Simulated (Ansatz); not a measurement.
**Palladium, dhcp under LDA: from relaxation to bulk modulus**

Aim: take palladium in the dhcp structure, relax it, solve it on a dense k-mesh, then scale the cell to 7 volumes from 88 to 112 % of the relaxed one and try a fit of the equation of state. Spin polarisation is left out. The k-meshes are 13×13×4 for the relaxation; 18×18×5 for the dense run; 15×15×4 for the volumes.

Method: DFT LDA (PW92), plane waves (420 eV) with PAW, scalar-relativistic; PBE-made PAW files, in Ansatz 0.2.0.

## 1. The structure to begin with

Symmetry: P6_3/mmc, No. 194, hexagonal system. Conventional cell: a = 2.751 Å, b = 2.751 Å, c = 8.983 Å, α = 90.00°, β = 90.00°, γ = 120.00°. Pd (site symmetry -3m) is surrounded by 12 Pd at 2.75 Å. Pd (site symmetry -6m2) has 12 Pd at 2.75 Å as nearest neighbours.

Structure file:

```cif
data_structure
_symmetry_space_group_name_H-M 'P 1'
_symmetry_Int_Tables_number 1
_cell_length_a 2.7505
_cell_length_b 2.7505
_cell_length_c 8.9831
_cell_angle_alpha 90.000
_cell_angle_beta 90.000
_cell_angle_gamma 120.000
_cell_volume 58.85
loop_
_atom_site_label
_atom_site_type_symbol
_atom_site_fract_x
_atom_site_fract_y
_atom_site_fract_z
_atom_site_occupancy
Pd1 Pd 0.00000 0.00000 0.00000 1
Pd2 Pd 0.00000 0.00000 0.50000 1
Pd3 Pd 0.33333 0.66667 0.25000 1
Pd4 Pd 0.66667 0.33333 0.75000 1
```

## 2. Relaxation of the cell

input.yaml reads:

```yaml
crystal:
  lattice:
    - [2.7505001182, 0.0, 0.0]
    - [-1.3752500591, 2.3820029755, 0.0]
    - [0.0, 0.0, 8.9831333861]
  atoms:
    - { symbol: Pd, position: [0.0, 0.0, 0.0] }
    - { symbol: Pd, position: [0.0, 0.0, 0.5] }
    - { symbol: Pd, position: [0.3333333333, 0.6666666667, 0.25] }
    - { symbol: Pd, position: [0.6666666667, 0.3333333333, 0.75] }
hamiltonian:
  xc: lda
  pseudopotentials:
    kind: paw
    azcp:
      Pd: "pseudopotentials/Pd.paw.azcp"
basis:
  ecutwfc: 420
  fft_grid_basis: typed
kpoints:
  mp_grid: { grid: [13, 13, 4], shift: [0, 0, 0] }
magnetization:
  spin_polarized: false
scf:
  occupations: { method: fermi_dirac, width: 0.1 }
relax:
  max_steps: 60
  f_tol: 0.01
  cell: {}
```

After this run come: The energy on a finer k-mesh; Equation of state: 88 %; Equation of state: 92 %; Equation of state: 96 %; Equation of state: 100 %; Equation of state: 104 %; Equation of state: 108 %; Equation of state: 112 %.

**Question.** What will these runs give? Wanted: space group; conventional cell; volume; shortest distance; gap on the mesh; relative to fcc; V₀, B₀, B₀′.

**Answer**, as computed:

```
                      quantity                                   value
space group (spins left aside)                      P6_3/mmc (No. 194)
             conventional cell  a = 2.709 Å, c = 8.934 Å (c/a = 3.298)
                        volume                          14.200 Å³/atom
             shortest distance                                 2.709 Å
               gap on the mesh            none (levels filled in part)
               relative to fcc                            +17 meV/atom
                   V₀, B₀, B₀′            14.175 Å³/atom, 225 GPa, 5.4
```

In words: From the guessed start the volume shrank by 3.5 % in 7 steps. Against the reference form of palladium (fcc, computed apart with the same settings) it stands 17 meV/atom higher. Levels at the Fermi energy are filled in part, as in a metal. B₀ comes out at 225 GPa; letting shape and positions relax at each volume could only lower it. The symmetry was held, so the structure may be unstable against distortions that break it.
